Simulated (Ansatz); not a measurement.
Predict the output of the script below (the Ansatz DFT code, driven from Python).

The script, `field_clh3nsb.py`:
```python
import warnings

import ansatz
import numpy as np

warnings.simplefilter("ignore", ansatz.DeckWarning)

geometry_ang = [
    ("N", [-0.8805, -0.0403, -0.6335]),
    ("Sb", [-0.0624, 0.041, 1.2571]),
    ("Cl", [1.1321, -1.9774, 0.8062]),
    ("H", [-1.2709, 0.96, -0.8076]),
    ("H", [-0.1485, -0.1069, -1.3514]),
    ("H", [1.2722, 1.0595, 0.6831]),
]
system = ansatz.Crystal.molecule()
for symbol, xyz in geometry_ang:
    system = system.atom(symbol, xyz)

calculation = system.calculation()
calculation = calculation.basis(gaussian="def2-SVP")
calculation = calculation.functional("cam_b3lyp")
calculation = calculation.forces()
centre = np.mean([site.position_ang for site in system.cartesian_sites], axis=0)
field = 2 * 14.399645 * 4.0 / 40.0 ** 2


def dipole(axis, sign):
    arm = 40.0 * np.eye(3)[axis]
    pair = [{"charge": sign * 4.0, "position_ang": (centre - arm).tolist()}, {"charge": -sign * 4.0, "position_ang": (centre + arm).tolist()}]
    deck = calculation.input().set(ansatz.key.basis.gaussian.point_charges, pair)
    return np.array(ansatz.Session.from_dict(deck).plan().execute().report["charge_distribution"]["dipole_moment_e_ang"])


print(f"field {field:.4f} V/A")
alpha = np.array([(dipole(axis, 1) - dipole(axis, -1)) / (2 * field) * 14.399645 for axis in range(3)])
print("polarisability tensor (A^3)")
print(np.array2string(alpha, precision=3, suppress_small=True))
print(f"mean {np.trace(alpha) / 3:.3f} A^3 = {np.trace(alpha) / 3 / 0.14818471:.2f} bohr^3")
```

```console
$ python field_clh3nsb.py
field 0.0720 V/A
polarisability tensor (A^3)
[[ 7.241 -1.018  0.29 ]
 [-1.03   8.552 -0.109]
 [ 0.285 -0.105  7.114]]
mean 7.636 A^3 = 51.53 bohr^3
```

What to keep in mind:
- The geometry is a force-field or estimated start, not a minimum of this method, and the basis set is short of its limit. The field of two point charges is only nearly even.
- def2 sets replace the cores of elements past krypton by effective core potentials.
- Without diffuse functions polarisabilities are unreliable, as a rule too low, and they change with the bond lengths of this unrelaxed start.
- Run time: 21 s on 1 thread of AMD EPYC 7R43 64-Core Processor (Zen 3), with other jobs on the host, peak memory 0.23 GiB.

(Lines on the test bed's own set-up are left out of the output.)
